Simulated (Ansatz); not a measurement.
# CH₆GeN radical: small, medium and large basis sets

One table from this session's results is given with a row withheld; the runs are named, their logs left out.

The runs use Ansatz 0.2.0, Gaussian basis; one geometry, several basis sets.

Levels to be run: PBE0-D4/def2-SVP; ωB97M-V/def2-SVP; PBE0-D4/def2-QZVPP; ωB97M-V/def2-QZVPP; the functionals' def2-TZVPP values are taken from earlier runs.

### The geometry

An earlier PBE0-D4 in a triple-zeta def2 set relaxation fixed the geometry.

9 atoms, charge 0, spin multiplicity 2.

Atoms are counted from 1 here; the program's logs count them from 0.

Bond lengths: C1–N2 1.425 Å, C1–H4 1.095 Å, C1–H5 1.101 Å, C1–H6 1.104 Å, N2–Ge3 1.863 Å, Ge3–H7 1.545 Å, Ge3–H8 1.534 Å, Ge3–H9 1.540 Å. Angles: N2–C1–H4 111.0°, N2–C1–H5 114.7°, N2–C1–H6 109.0°, H4–C1–H5 109.2°, H4–C1–H6 106.8°, H5–C1–H6 105.7°, C1–N2–Ge3 116.4°, N2–Ge3–H7 111.5°, N2–Ge3–H8 107.5°, N2–Ge3–H9 107.4°, H7–Ge3–H8 110.7°, H7–Ge3–H9 109.7°, H8–Ge3–H9 110.0°.

The first run:

File in.yaml:

```yaml
crystal:
  periodic: [false, false, false]
  atoms:
    - {symbol: C, position_ang: [-0.411871, 0.982074, -0.924872]}
    - {symbol: N, position_ang: [-0.914078, -0.111449, -0.160774]}
    - {symbol: Ge, position_ang: [0.325197, -1.031443, 0.882020]}
    - {symbol: H, position_ang: [-1.134611, 1.293136, -1.686321]}
    - {symbol: H, position_ang: [0.562796, 0.800838, -1.402948]}
    - {symbol: H, position_ang: [-0.260451, 1.847615, -0.256902]}
    - {symbol: H, position_ang: [1.747020, -0.943182, 0.283277]}
    - {symbol: H, position_ang: [-0.137416, -2.491213, 0.966212]}
    - {symbol: H, position_ang: [0.311915, -0.392774, 2.283309]}
basis:
  gaussian: {orbitals: def2-SVP}
magnetization: {spin_polarized: true, initial_magnetization: 1}
hamiltonian: {xc: pbe0, dispersion: d4}
output: {orbitals: {seedname: orbitals}}
```

Launch:

```bash
ansatz run in.yaml --threads 4 --pin off --events-out ev --progress --plain --max-ram 10444MiB
```

Steps of the session up to this table: PBE0-D4 in def2-SVP; ωB97M-V in def2-SVP; PBE0-D4 in def2-QZVPP; ωB97M-V in def2-QZVPP.

One table of the session follows, with a row left open; its other results are not shown here.

It belongs to the step «Functionals by basis». 

| functional | basis | HOMO (eV) | LUMO (eV) |
| --- | --- | --- | --- |
| PBE0-D4 | def2-SVP | -6.81 | -2.36 |
| PBE0-D4 | def2-TZVPP | -6.99 | -2.51 |
| PBE0-D4 | def2-QZVPP | -7.02 | -2.55 |
| ωB97M-V | def2-SVP | ? | ? |
| ωB97M-V | def2-TZVPP | -9.28 | -0.47 |
| ωB97M-V | def2-QZVPP | -9.31 | -0.53 |

**Question.** Estimate the row for ωB97M-V, def2-SVP.

The run gave: HOMO (eV): -9.08; LUMO (eV): -0.24. In the column «HOMO (eV)» it lies between ωB97M-V, def2-TZVPP (-9.28) and PBE0-D4, def2-QZVPP (-7.02).
